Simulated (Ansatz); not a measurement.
A first try at a single point in a Gaussian basis of C4H2Cl2Si, SMILES C#C[Si](Cl)(Cl)C#C, using Ansatz 0.2.0, Python API.

Input file `c4h2cl2si.xyz`:
```text
9

C     0.64250   -2.65890    0.43660
C     0.41340   -1.52780   -0.05200
Si    0.11020    0.16960   -0.80870
Cl   -1.08090    0.02730   -2.37560
Cl    1.89790    0.83870   -1.62660
C    -0.50480    1.44480    0.42240
C    -0.89400    2.24340    1.20930
H     0.79060   -3.56430    0.83820
H    -1.28630    2.98090    1.93930
```

The script, `energy_c4h2cl2si.py`:
```python
"""Single point of C4H2Cl2Si."""

import ansatz as az
import numpy as np
import pandas as pd

system = az.Crystal.molecule_from_extxyz("c4h2cl2si.xyz")

calculation = system.calculation().basis(gaussian="6-31G*").functional(az.LibraryFunctional("B97M-V")).forces()
out = calculation.run(outdir="tmp", threads=1, backend="cpu")
rep = out.report

for key in ("converged", "free_energy_ev", "reference_energy_ev", "n_frozen", "n_occupied", "n_virtual"):
    print(f"{key:22s} {rep[key]}")

state = rep["mean_field"]["state"]
print(f"mean field: {state['energy']['hartree']:.7f} Ha, <S^2> = {abs(state['spin_squared']):.4f}, stability: {state.get('stability', {}).get('kind')}")

symbols = [site.symbol for site in system.cartesian_sites]
print("forces (eV/A)")
for symbol, f in zip(symbols, rep["forces_ev_ang"]):
    print(f"  {symbol:2s} {f[0]:9.4f} {f[1]:9.4f} {f[2]:9.4f}")

charges = rep["charge_distribution"]
table = pd.DataFrame({"atom": symbols, "mulliken": charges["mulliken_charges_e"], "lowdin": charges["lowdin_charges_e"]})
print(table.round(3).to_string())
print("dipole (e A):", np.round(charges["dipole_moment_e_ang"], 4) + 0.0)
```

```console
$ python energy_c4h2cl2si.py
Traceback (most recent call last):
  File "energy_c4h2cl2si.py", line 10, in <module>
    out = calculation.run(outdir="tmp", threads=1, backend="cpu")
TypeError: Calculation.run() got an unexpected keyword argument 'outdir'
```

What is wrong, and how is it mended?

The fault: run() has no such keyword. Mended:

```diff
--- before
+++ after
@@ -9,3 +9,3 @@
 calculation = system.calculation().basis(gaussian="6-31G*").functional(az.LibraryFunctional("B97M-V")).forces()
-out = calculation.run(outdir="tmp", threads=1, backend="cpu")
+out = calculation.run(threads=1, backend="cpu")
 rep = out.report
```

The mended script runs so:

```console
$ python energy_c4h2cl2si.py
converged              True
free_energy_ev         -37092.696413485784
reference_energy_ev    -37092.696413485784
n_frozen               0
n_occupied             [37, 37]
n_virtual              [84, 84]
mean field: -1363.1314509 Ha, <S^2> = 0.0000, stability: minimum
forces (eV/A)
  C    -1.2664    6.4190   -2.7682
  C     0.3582   -1.9133    0.9649
  Si    1.3285   -0.0668    2.1134
  Cl   -1.1939   -0.1928   -0.9415
  Cl   -0.2344   -0.1132    0.4460
  C     1.4638   -3.2298   -2.9379
  C    -1.5974    3.0075    2.9921
  H     0.5089   -2.8271    1.2303
  H     0.6328   -1.0837   -1.0990
  atom  mulliken  lowdin
0    C    -0.155  -0.093
1    C    -0.164  -0.188
2   Si     0.580   0.106
3   Cl    -0.159   0.119
4   Cl    -0.244   0.020
5    C    -0.170  -0.199
6    C    -0.151  -0.098
7    H     0.219   0.156
8    H     0.244   0.177
dipole (e A): [-0.2246 -0.1153  0.4975]
```

Notes:
- Total energies depend on the basis set; only differences at equal settings carry meaning.
- The geometry is a force-field or estimated start, not a minimum of this method, and the basis set is short of its limit.
- The Löwdin charges here are taken after orthogonalising the functions within each atom; they differ from plain Löwdin charges, and their signs can be unphysical.
- Hardware and time: 24 s on 1 thread of Arm Neoverse V1, on a shared host, peak memory 0.35 GiB.

(A comment or docstring line of the script was reworded after the run, the code is as it ran; lines on the test bed's own set-up are left out of the output.)
